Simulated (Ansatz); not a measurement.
# NbH, space group I4/mmm: a surface slab

Computed with the Ansatz DFT code, driven from Python.

Script `run_slab.py`:
```python
'''A surface of NbH: energy and work function.'''

import warnings

import ansatz as az
from ase import Atoms
from ase.build import surface
import numpy as np


def main() -> None:
    warnings.simplefilter('ignore', az.DeckWarning)

    atoms = Atoms(
        ['Nb', 'H'],
        scaled_positions=[
            (0.0, 0.0, 0.0),
            (0.5, 0.5, 0.0),
        ],
        cell=[
            (-1.606964, 1.606964, 1.984301),
            (1.606964, -1.606964, 1.984301),
            (1.606964, 1.606964, -1.984301),
        ],
        pbc=True,
    )
    # Miller indices count the vectors of the cell as typed
    slab = surface(atoms, (0, 1, 0), 4, vacuum=7.0)
    slab.pbc = (True, True, False)

    print(slab.get_chemical_formula(), 'area {:.3f} A^2, cell height {:.2f} A'.format(np.linalg.norm(np.cross(slab.cell[0], slab.cell[1])), slab.cell[2, 2]))


    def common(structure):
        return (
            az.Crystal.from_ase(structure).calculation()
            .functional(az.Functional.PBESOL)
            .basis(530)
            .occupations('cold', width=0.05)
            .mixing('broyden', beta=0.5)
            .scf(max_iterations=150)
        )


    calculation = common(slab).kpoints(6, 6, 1).potential().forces()
    out = calculation.run(threads=1)
    report = out.report

    print(f'slab free energy {report["free_energy_ev"]:.4f} eV, Fermi level {report["fermi_energy_ev"]:.3f} eV')

    # surface energy from the bulk energy at the same settings
    bulk = common(atoms).kpoints(10, 10, 10).run(threads=1).report
    excess = report['free_energy_ev'] - bulk['free_energy_ev'] * len(slab) / len(atoms)
    area = np.linalg.norm(np.cross(slab.cell[0], slab.cell[1]))
    print(f'mean surface energy {excess / (2 * area) * 16.02177:.3f} J/m^2 ({1000 * excess / (2 * area):.1f} meV/A^2)')

    print('z (A) and force along z (eV/A)')
    for site, force in sorted(zip(out.lattice.sites, report['forces_ev_ang']), key=lambda pair: pair[0].position_ang[2]):
        print(f'{site.symbol:3s} {site.position_ang[2]:8.3f} {force[2]:9.4f}')


if __name__ == '__main__':
    main()
```

```console
$ python run_slab.py
H4Nb4 area 8.206 A^2, cell height 22.74 A
RunWarning: The input density's exchange-correlation potential varies sharply where the density is thin. Do not read a vacuum level from v_tot or v_xc, or from such a field of the output density. On [...]
slab free energy -18043.5610 eV, Fermi level -4.633 eV
mean surface energy 2.289 J/m^2 (142.9 meV/A^2)
z (A) and force along z (eV/A)
Nb     7.000    0.5434
H      8.249    0.0396
Nb     9.498   -0.1537
H     10.746    0.0162
Nb    11.995    0.1493
H     13.244    0.0894
Nb    14.493    0.0855
H     15.742   -0.7697
```
(Warnings from the package without file and line, shortened.)

Reading the output:
- These settings explore the input space; cutoff and mesh may be short of convergence.
- The mesh is modest for a metal, so energies can be off by several to tens of meV an atom and pressures by half a GPa or more; differences at equal mesh fare better.
- Only differences from the Fermi energy are physical; the zero of the scale is a convention.
- This cell is a computed structure, which may not be the phase found in nature.
- The slab is thin and cut from the structure as given; a cut can leave two unlike or polar faces, and the surface energy is then their mean. Miller indices refer to the vectors of the cell as typed, and the lattice isn't relaxed for this functional, so relaxation and surface energy can hold strain.
- The script silences the warnings on its input, which a real study should read.
- Wall time of the script: 29 s on 1 thread of Arm Neoverse V2 (shared host), peak memory 0.7 GiB.
